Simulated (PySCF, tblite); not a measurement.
**C5H10OSSi: geometry, infrared bands and NMR shifts**

Wanted: the infrared bands and NMR shifts of C5H10OSSi (`C=C[Si@@H](S)OC1CC1`), by calculation.

Programs: tblite 0.8.0 and PySCF 2.14.0, with density-fitted response routines of our own. Each step states its level of theory. These are calculated values for one molecule in the gas phase, unless marked as measured. Atoms count from 0, in the outputs and in this text.

### 1 The starting structure

18 atoms, charge 0, multiplicity 1; geometry from: force field or distance geometry start.

Bonds of the start (Å): C0–C1 1.33, C1–Si2 1.82, Si2–S3 2.18, Si2–O4 1.72, O4–C5 1.39, C5–C6 1.50, C6–C7 1.54, C7–C5 1.50, C0–H8 1.08, C0–H9 1.08, C1–H10 1.09, Si2–H11 1.48, S3–H12 1.40, C5–H13 1.10, C6–H14 1.11, C6–H15 1.09, C7–H16 1.11, C7–H17 1.10.

### 2 Geometry optimisation with GFN2-xTB

Job settings and geometry (Å):

```
{"job": {"kind": "relax", "xc": "GFN2-xTB", "basis": "xTB"}, "charge": 0, "multiplicity": 1}
C      3.470600    -0.415300    -0.781800
C      2.520500    -0.532600     0.145700
Si     1.004000     0.449000    -0.047500
S      0.874400     1.160500    -2.105900
O     -0.360600    -0.540000     0.277600
C     -1.542800     0.094500    -0.069900
C     -2.608300    -0.785300    -0.646900
C     -2.781400    -0.142800     0.742800
H      3.374000     0.228000    -1.641500
H      4.361800    -1.002000    -0.649200
H      2.668700    -1.200800     0.998900
H      1.046600     1.633000     0.833100
H      1.473400     2.425400    -2.120400
H     -1.432600     1.106900    -0.481000
H     -2.444000    -1.881800    -0.624300
H     -3.256500    -0.362900    -1.421200
H     -3.528100     0.683200     0.792800
H     -2.848400    -0.910700     1.522300
```

Started as:

```bash
OMP_NUM_THREADS=1 python probes_run.py task.json out
```

One launch serves the whole session: the jobs run in the order shown.

**Question.** This job is followed by: GFN2-xTB harmonic vibrations, gas phase; GIAO PBE0/pcSseg-1 NMR shielding, non-relativistic, gas phase. Predict these results of the whole session: strongest single infrared mode (GFN2-xTB); zero-point energy (GFN2-xTB); ¹³C shifts against TMS (PBE0/pcSseg-1); ¹H shifts against TMS (PBE0/pcSseg-1); ²⁹Si shifts against TMS (PBE0/pcSseg-1); ³³S shifts against CS2 (PBE0/pcSseg-1); ¹⁷O shifts against H2O (PBE0/pcSseg-1).

The runs gave:

| quantity | value |
| --- | --- |
| strongest single infrared mode (GFN2-xTB) | 2258 cm⁻¹, 228 km/mol |
| zero-point energy (GFN2-xTB) | 84.3 kcal/mol |
| ¹³C shifts against TMS (PBE0/pcSseg-1) | 148.1, 141.4, 49.9, 8.3, 8.1 ppm |
| ¹H shifts against TMS (PBE0/pcSseg-1) | 6.60, 6.33, 5.88, 5.85, 3.55, 0.75, 0.61, 0.56, 0.43, -0.14 ppm |
| ²⁹Si shifts against TMS (PBE0/pcSseg-1) | -10.8 ppm |
| ³³S shifts against CS2 (PBE0/pcSseg-1) | -203 ppm |
| ¹⁷O shifts against H2O (PBE0/pcSseg-1) | 51.1 ppm |

**Reading.** The optimisation took 228 steps and gained 0.753 eV; among the close pairs (by a distance rule), Si2–O4 changed most, from 1.716 to 1.614 Å. No mode is imaginary among the 48: a minimum at this level. The strongest single mode, at 2258 cm⁻¹, moves mainly H11. Unscaled tight-binding wavenumbers are off by several per cent, some by more. Its intensities can rank the bands wrongly. C1 (alkene CH) lies farthest downfield among carbon, at 148.1 ppm; as expected for a trigonal carbon in a double bond. The most deshielded hydrogen is H10 (hydrogen on an alkene CH), at 6.60 ppm: a vinylic proton, deshielded by the sp2 carbon and the C=C anisotropy.
